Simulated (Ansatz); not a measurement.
# Cu3SbP4: the cost of one run

Computed with Ansatz 0.2.0 (DFT PBE, scalar-relativistic, plane waves, PAW, unless a step names another level, unless a step's input says otherwise).

### Step 1. The structure to begin with

It takes space group P-43m (No. 215, cubic). The conventional cell has a = 5.380 Å, b = 5.380 Å, c = 5.380 Å, α = 90.00°, β = 90.00°, γ = 90.00°. Cu (site symmetry -42m) is surrounded by 4 P at 2.27 Å. Around Sb (site symmetry -43m) lie 4 P at 2.53 Å. P (site symmetry 3m) is surrounded by 3 Cu at 2.27 Å and 1 Sb at 2.53 Å.

Structure file:

```xyz
8
Lattice="5.3799 0.0000 0.0000 0.0000 5.3799 0.0000 0.0000 0.0000 5.3799" Properties=species:S:1:pos:R:3 pbc="T T T"
Cu    2.6899    2.6899    0.0000
Cu    2.6899    0.0000    2.6899
Cu    0.0000    2.6899    2.6899
Sb    0.0000    0.0000    0.0000
P     1.4609    1.4609    1.4609
P     1.4609    3.9190    3.9190
P     3.9190    1.4609    3.9190
P     3.9190    3.9190    1.4609
```

It came out lowest among 24 distinct ends of the trial cells. At a tolerance of 0.05 Å it has space group P-43m (No. 215).

### Step 2. Relaxing to 0.001 eV/Å, on the response runs' mesh and smearing

Input file input.yaml:

```yaml
crystal:
  lattice:
    - [5.3798791983, 0.0, 0.0]
    - [0.0, 5.3798791983, 0.0]
    - [0.0, 0.0, 5.3798791983]
  atoms:
    - { symbol: Cu, position: [0.5, 0.5, 0.0] }
    - { symbol: Cu, position: [0.5, 0.0, 0.5] }
    - { symbol: Cu, position: [0.0, 0.5, 0.5] }
    - { symbol: Sb, position: [0.0, 0.0, 0.0] }
    - { symbol: P, position: [0.2715502458, 0.2715502458, 0.2715502458] }
    - { symbol: P, position: [0.2715502458, 0.7284497542, 0.7284497542] }
    - { symbol: P, position: [0.7284497542, 0.2715502458, 0.7284497542] }
    - { symbol: P, position: [0.7284497542, 0.7284497542, 0.2715502458] }
basis:
  ecutwfc: 420
kpoints:
  mp_grid: { grid: [6, 6, 6] }
hamiltonian:
  xc: pbe
scf:
  occupations: { method: gaussian, width: 0.1 }
output:
  forces: true
  stress: true
  eigenvalues: true
relax:
  adjacent_minimum: "off"
  f_tol: 0.001
  max_steps: 60
  cell: { stress_tol: 0.01 }
```

Run with:

```sh
$ ansatz run input.yaml --threads 3 --pin off --max-ram 7680MiB --backend cpu --events-out ev --progress --plain --runs-dir out
```

What time and memory should one allow on 3 threads of Arm Neoverse V1, shared host?

About 29 s, with a peak of 0.53 GiB.
